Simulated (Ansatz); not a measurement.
Relaxation of a periodic cell of 17 atoms, LiSi₁₆ (host Si, host structure diamond, interstitial Li), to a largest force component of 0.08 eV/Å in at most 25 steps.

Method: DFT r2SCAN, scalar-relativistic, plane waves, PAW (Ansatz 0.2.0). Settings: accuracy low, PAW set soft_1, cutoff 500 eV, k mesh 2x2x2, fermi-dirac smearing 0.05 eV, spin collinear.

```xyz
17
Lattice="0.0000 5.4300 5.4300 5.4300 0.0000 5.4300 5.4300 5.4300 0.0000" Properties=species:S:1:pos:R:3:forces:R:3
Si 0.000 0.000 0.000 -0.14 -0.15 0.14
Si 1.357 1.357 1.357 0.00 0.01 -0.32
Si 2.715 2.715 0.000 0.14 0.14 0.14
Si 4.072 4.072 1.357 0.00 0.00 0.01
Si 2.715 0.000 2.715 0.64 -0.65 -0.62
Si 4.072 1.357 4.072 0.31 0.01 0.00
Si 5.430 2.715 2.715 -0.14 0.14 -0.14
Si 6.787 4.072 4.072 -0.01 -0.29 0.01
Si 0.000 2.715 2.715 -0.61 0.60 -0.57
Si 1.357 4.072 4.072 0.01 0.29 0.00
Si 2.715 5.430 2.715 0.14 -0.13 -0.14
Si 4.072 6.787 4.072 -0.27 -0.01 0.00
Si 2.715 2.715 5.430 0.53 0.54 0.57
Si 4.072 4.072 6.787 0.00 0.00 -0.01
Si 5.430 5.430 5.430 -0.50 -0.49 0.51
Si 6.787 6.787 6.787 0.00 -0.01 0.26
Li 6.806 6.790 4.035 -0.08 0.00 0.17
```

Problem. Where does it end, and by what steps?

Solution. The run converged. Limits of this set-up: a small cell, in which the defect meets its images, low accuracy level. After 2 steps the energy has fallen by 0.136 eV; Si5 moved furthest, 0.06 Å.

```tsv
step	energy less start (eV)	largest force component (eV/Å)	accepted
0	0.0000	0.654	yes
1	-0.1292	0.137	yes
2	-0.1359	0.028	yes
```

```xyz
17
Lattice="0.0000 5.4300 5.4300 5.4300 0.0000 5.4300 5.4300 5.4300 0.0000" Properties=species:S:1:pos:R:3
Si -0.012 -0.012 0.012
Si 1.358 1.357 1.337
Si 2.727 2.727 0.011
Si 4.073 4.072 1.357
Si 2.748 -0.033 2.682
Si 4.093 1.357 4.071
Si 5.419 2.727 2.702
Si 6.789 4.053 4.071
Si -0.031 2.747 2.683
Si 1.357 4.092 4.072
Si 2.727 5.418 2.703
Si 4.054 6.789 4.071
Si 2.745 2.745 5.459
Si 4.075 4.073 6.783
Si 5.402 5.402 5.457
Si 6.788 6.788 6.805
Li 6.794 6.788 4.060
```

Whether the end is a true minimum wasn't checked by a vibrational analysis.

The run took 110 s on 2 threads of Arm Neoverse V2, on a shared host, peak memory 1.2 GiB.
